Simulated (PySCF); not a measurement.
**BrH5NSi−: fields and orbitals**

For BrH5NSi−, the scripts below find what binds its two fragments and analyse its density (charges, bond critical points, surface potential).

Program: PySCF 2.14.0. Level of theory: levels as typed in each script, gas phase, geometry from GFN2-xTB. These are calculated values, not measurements.

### Step 1. The starting structure

SMILES `[Br-].[SiH3]N`, 8 atoms, charge -1, spin multiplicity 1.

Bond lengths: Si2–N3 1.701 Å, Si2–H4 1.465 Å, Si2–H5 1.477 Å, Si2–H6 1.478 Å, N3–H7 1.009 Å, N3–H8 1.029 Å. Angles: N3–Si2–H4 107.7°, N3–Si2–H5 106.4°, N3–Si2–H6 119.7°, H4–Si2–H5 109.6°, H4–Si2–H6 107.9°, H5–Si2–H6 105.4°, Si2–N3–H7 118.0°, Si2–N3–H8 118.5°, H7–N3–H8 107.1°.

Coordinates:

```xyz
8

Br    1.72312    0.06442    0.00605
Si   -2.75013    0.27869    0.01423
N    -1.47221   -0.83710   -0.11400
H    -2.77104    1.07421   -1.21519
H    -3.99127   -0.51715    0.10970
H    -2.79474    1.21184    1.15894
H    -1.43000   -1.58913    0.55765
H    -0.51468   -0.47655   -0.22383
```

### Step 2. Binding of the two fragments (r2SCAN/def2-svpd)

Input file input.py:

```python
import numpy as np
from pyscf import gto, scf, dft
from pyscf.scf import atom_ks, atom_hf
from scipy.linalg import block_diag
from pyscf.dispersion import dftd3

def solve(mol, dm0=None, hcore=None):
    mf = (dft.UKS if mol.spin else dft.RKS)(mol, xc='r2scan')
    mf.grids.level = 3
    mf = mf.density_fit(auxbasis='def2-universal-jkfit')
    mf.conv_tol, mf.max_cycle = 1e-8, 80
    if hcore is not None:
        mf.get_hcore = lambda *args: hcore
    mf.kernel(dm0)
    if not mf.converged:
        mf = mf.newton().run(mf.mo_coeff, mf.mo_occ, max_cycle=30)
    assert mf.converged, 'SCF not converged'
    return mf

mol = gto.M(atom='''
Br     1.72312     0.06442     0.00605
Si    -2.75013     0.27869     0.01423
N     -1.47221    -0.83710    -0.11400
H     -2.77104     1.07421    -1.21519
H     -3.99127    -0.51715     0.10970
H     -2.79474     1.21184     1.15894
H     -1.43000    -1.58913     0.55765
H     -0.51468    -0.47655    -0.22383
''', basis='def2-svpd', charge=-1, spin=0, verbose=4)
mol_a = gto.M(atom='''
Br     1.72312     0.06442     0.00605
ghost-Si    -2.75013     0.27869     0.01423
ghost-N     -1.47221    -0.83710    -0.11400
ghost-H     -2.77104     1.07421    -1.21519
ghost-H     -3.99127    -0.51715     0.10970
ghost-H     -2.79474     1.21184     1.15894
ghost-H     -1.43000    -1.58913     0.55765
ghost-H     -0.51468    -0.47655    -0.22383
''', basis='def2-svpd', charge=-1, spin=0, verbose=4)
mol_b = gto.M(atom='''
ghost-Br     1.72312     0.06442     0.00605
Si    -2.75013     0.27869     0.01423
N     -1.47221    -0.83710    -0.11400
H     -2.77104     1.07421    -1.21519
H     -3.99127    -0.51715     0.10970
H     -2.79474     1.21184     1.15894
H     -1.43000    -1.58913     0.55765
H     -0.51468    -0.47655    -0.22383
''', basis='def2-svpd', charge=0, spin=0, verbose=4)
ab, a, b = solve(mol), solve(mol_a), solve(mol_b)
e_int = ab.e_tot - a.e_tot - b.e_tot
print('counterpoise-corrected interaction energy / kcal/mol', e_int * 627.5095)
def disp(atoms, charge):
    m = gto.M(atom=atoms, charge=charge, basis='sto-3g', spin=None, unit='Bohr', verbose=0)
    return dftd3.DFTD3Dispersion(m, xc='r2scan', version='d3bj').get_dispersion()['energy']
e_disp = disp(mol._atom, mol.charge) - disp(mol._atom[:1], mol_a.charge) - disp(mol._atom[1:], mol_b.charge)
print('D3(BJ) part / kcal/mol', e_disp * 627.5095)
# spherically averaged free atoms, for the promolecule
atm = atom_ks.get_atm_nrks(mol, xc='r2scan')
pro = block_diag(*[(atm[a[0]][2] * atm[a[0]][3]) @ atm[a[0]][2].T for a in mol._atom])
np.savez('result.npz', e_int=e_int, e_disp=e_disp, dm_a=a.make_rdm1(), dm_b=b.make_rdm1(), c=ab.mo_coeff, occ=ab.mo_occ, eps=ab.mo_energy, pro=pro, d=[f.dip_moment(verbose=0) for f in (ab, a, b)])
```

The run is started by

```bash
$ OMP_NUM_THREADS=1 python input.py
```

### Step 4. Density, bond paths and surface potential (r2SCAN/def2-svpd)

Input file input.py:

```python
import numpy as np
from pyscf import gto, scf, dft
from pyscf.scf import atom_ks, atom_hf
from scipy.linalg import block_diag

def solve(mol, dm0=None, hcore=None):
    mf = (dft.UKS if mol.spin else dft.RKS)(mol, xc='r2scan')
    mf.grids.level = 3
    mf = mf.density_fit(auxbasis='def2-universal-jkfit')
    mf.conv_tol, mf.max_cycle = 1e-8, 80
    if hcore is not None:
        mf.get_hcore = lambda *args: hcore
    mf.kernel(dm0)
    if not mf.converged:
        mf = mf.newton().run(mf.mo_coeff, mf.mo_occ, max_cycle=30)
    assert mf.converged, 'SCF not converged'
    return mf

mol = gto.M(atom='''
Br     1.72312     0.06442     0.00605
Si    -2.75013     0.27869     0.01423
N     -1.47221    -0.83710    -0.11400
H     -2.77104     1.07421    -1.21519
H     -3.99127    -0.51715     0.10970
H     -2.79474     1.21184     1.15894
H     -1.43000    -1.58913     0.55765
H     -0.51468    -0.47655    -0.22383
''', basis='def2-svpd', charge=-1, spin=0, verbose=4)
mf = solve(mol)
mf.analyze()
# spherically averaged free atoms, for the promolecule
atm = atom_ks.get_atm_nrks(mol, xc='r2scan')
pro = block_diag(*[(atm[a[0]][2] * atm[a[0]][3]) @ atm[a[0]][2].T for a in mol._atom])
np.savez('result.npz', e=mf.e_tot, c=mf.mo_coeff, occ=mf.mo_occ, eps=mf.mo_energy, pro=pro, dip=mf.dip_moment(verbose=0), s2=mf.spin_square()[0])
```

(Steps that only read results are left out.)

Q: Predict the outcome of this session. Wanted: interaction energy, counterpoise; dipole moment; HOMO, LUMO.

The runs gave:

| quantity | value |
| --- | --- |
| interaction energy, counterpoise (r2SCAN/def2-svpd) | -11.5 kcal/mol |
| dipole moment (r2SCAN/def2-svpd) | 4.64 D |
| HOMO, LUMO (r2SCAN/def2-svpd) | -0.80, 3.50 eV |

In words: The counterpoise-corrected interaction energy of the frozen fragments is −11.5 kcal/mol without dispersion correction and −11.9 kcal/mol with D3(BJ). The pair geometry is semi-empirical, not a minimum at this level. At r2SCAN/def2-svpd: The highest Hirshfeld charge is on Si2 (+0.30 e), the lowest on Br1 (−0.81 e). The geometry was not optimised at these levels.
